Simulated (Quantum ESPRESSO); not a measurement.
Runs of Quantum ESPRESSO 7.5 on CsPbBr3. The structure is cubic, space group Pm-3m (No. 221). The conventional cell has a = 5.870 Å, b = 5.870 Å, c = 5.870 Å, α = 90.00°, β = 90.00°, γ = 90.00°. Pb (site symmetry m-3m) is surrounded by 6 Br at 2.94 Å. Around Cs (site symmetry m-3m) lie 12 Br at 4.15 Å. Br (site symmetry 4/mmm) is surrounded by 2 Pb at 2.94 Å. Measurements of this composition are mostly on another form, of space group No. 62.

```csv
task,level,potentials or basis,cutoff (eV),form of the LDA correlation,SCF threshold,symmetry,pressure (GPa),V0 of scaled cells (Å³/atom),B0 (GPa)
equation of state,LDA,GBRV 1.5 LDA,612,PZ81,1e-09 Ry,-,-,38.24,26
band structure,r2SCAN,SG15 PBE 1.2,762,-,1e-08 Ry,off,(a),-,-
band structure,LDA,GBRV 1.5 LDA,612,PZ81,1e-09 Ry,-,-1.3,-,-
equation of state,PBEsol,GBRV 1.5 PBEsol,612,-,1e-09 Ry,-,-,(b),21
```

Alike in all rows: no spin polarisation; cell as given; k mesh 5 × 5 × 5; smearing fermi-dirac 0.05 eV.

Question: Fill in the values left out.

Answer: (a) 0.4; (b) 40.31.

Caveats: the potentials were made for another functional, which shifts forces and pressure (some runs).

Runs at the PBE level aren't shown here.
